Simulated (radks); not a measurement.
# Ni³⁺ in [Ne] 3s1.5 3p6 3d7.5: an all-electron calculation

An exercise on one series of results from a longer session: the logs are not shown, and one member is left open.

The numbers are computed with radks (a radial shooting solver on a logarithmic mesh, Libxc functionals) version 1 (scalar-relativistic Kohn-Sham, LDA (Slater exchange, Perdew-Zunger correlation), spin-polarised, spherical densities, finite nucleus; open shells are filled with parallel spins first), except any that are marked as measured or tabulated.

**The atom as given**

```
element            : nickel (Z = 28)
charge             : +3
electrons          : 25
configuration      : [Ne] 3s1.5 3p6 3d7.5
nuclear rms radius : 3.7757 fm
```

Set-up of the first run:

Settings of this run:

```text
Z 28
configuration [Ne] 3s1.5 3p6 3d7.5
relativity scalar-relativistic
functional lda,pz
spin polarised
nucleus finite rms 3.7757 fm
c 137.035999084
```

One table of the session follows, with a row left open; its other results are not shown here.

It belongs to the step «Radial structure». Radial moments (bohr):

| level | <r> | outermost maximum (interpolated) | 90 % within | nodes |
| --- | --- | --- | --- | --- |
| 1s up | 0.05417 | 0.0355 | 0.0968 | 0 |
| 1s down | 0.05417 | 0.0355 | 0.0968 | 0 |
| 2s up | 0.2455 | 0.205 | 0.380 | 1 |
| 2s down | 0.2453 | 0.205 | 0.380 | 1 |
| 2p up | 0.2156 | 0.165 | 0.353 | 0 |
| 2p down | 0.2153 | 0.165 | 0.352 | 0 |
| 3s up | ? | ? | ? | ? |
| 3s down | 0.7380 | 0.639 | 1.11 | 2 |
| 3p up | 0.7671 | 0.644 | 1.18 | 1 |
| 3p down | 0.7719 | 0.645 | 1.19 | 1 |
| 3d up | 0.8822 | 0.613 | 1.49 | 0 |
| 3d down | 0.9048 | 0.618 | 1.54 | 0 |

Estimate the missing values for 3s up.

**Answer.** <r>: 0.7350; outermost maximum (interpolated): 0.638; 90 % within: 1.10; nodes: 2. In the column «<r>» it lies between 2s up (0.2455) and 3s down (0.7380).
